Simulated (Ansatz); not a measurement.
**Germanium, A15 under r²SCAN: structure and ground-state energy**

The plan for germanium in the A15 structure: relax it, then solve it on a dense k-mesh. Spin polarisation is left out. The k-meshes are 5×5×5 for the relaxation; 6×6×6 for the dense run.

Method: DFT r2SCAN, plane waves (500 eV) with PAW, scalar-relativistic; PAW files made under PBE, frozen cores solved again for the functional, in Ansatz 0.2.0.

## 1. Starting point

It takes space group Pm-3n (No. 223, cubic). The conventional cell has a = 5.359 Å, b = 5.359 Å, c = 5.359 Å, α = 90.00°, β = 90.00°, γ = 90.00°. Ge (site symmetry m-3) has 12 Ge at 3.00 Å as nearest neighbours. Ge (site symmetry -4m2) has 6 Ge at 2.68 to 3.00 Å as nearest neighbours.

Coordinates:

```
CELL_PARAMETERS angstrom
5.35904 0.00000 0.00000
0.00000 5.35904 0.00000
0.00000 0.00000 5.35904
ATOMIC_POSITIONS crystal
Ge 0.00000 0.00000 0.00000
Ge 0.50000 0.50000 0.50000
Ge 0.25000 0.00000 0.50000
Ge 0.75000 0.00000 0.50000
Ge 0.50000 0.25000 0.00000
Ge 0.50000 0.75000 0.00000
Ge 0.00000 0.50000 0.25000
Ge 0.00000 0.50000 0.75000
```

## 2. Relaxation of the cell

Input file input.yaml:

```yaml
crystal:
  lattice:
    - [5.3590374343, 0.0, 0.0]
    - [0.0, 5.3590374343, 0.0]
    - [0.0, 0.0, 5.3590374343]
  atoms:
    - { symbol: Ge, position: [0.0, 0.0, 0.0] }
    - { symbol: Ge, position: [0.5, 0.5, 0.5] }
    - { symbol: Ge, position: [0.25, 0.0, 0.5] }
    - { symbol: Ge, position: [0.75, 0.0, 0.5] }
    - { symbol: Ge, position: [0.5, 0.25, 0.0] }
    - { symbol: Ge, position: [0.5, 0.75, 0.0] }
    - { symbol: Ge, position: [0.0, 0.5, 0.25] }
    - { symbol: Ge, position: [0.0, 0.5, 0.75] }
hamiltonian:
  xc: r2scan
  pseudopotentials:
    kind: paw
    azcp:
      Ge: "pseudopotentials/Ge.paw.azcp"
basis:
  ecutwfc: 500
  fft_grid_basis: typed
kpoints:
  mp_grid: { grid: [5, 5, 5], shift: [0, 0, 0] }
magnetization:
  spin_polarized: false
scf:
  occupations: { method: fermi_dirac, width: 0.1 }
relax:
  max_steps: 60
  f_tol: 0.01
  cell: {}
```

The runs that follow: The energy on a finer k-mesh.

Q: Predict the outcome of this session. Wanted: space group; conventional cell; volume; shortest distance; gap on the mesh; relative to diamond.

The runs gave:

```
                      quantity                         value
space group (spins left aside)               Pm-3n (No. 223)
             conventional cell                   a = 5.376 Å
                        volume                19.424 Å³/atom
             shortest distance                       2.688 Å
               gap on the mesh  none (levels filled in part)
           relative to diamond                 +642 meV/atom
```

**Reading.** The relaxation enlarged the cell by 1.0 % in volume. Against the reference form of germanium (diamond, computed apart with the same settings) it stands 642 meV/atom higher, so it is far from stable. No gap shows: it is a metal or semimetal at this level. Relaxation kept the symmetry; phonons were not checked.
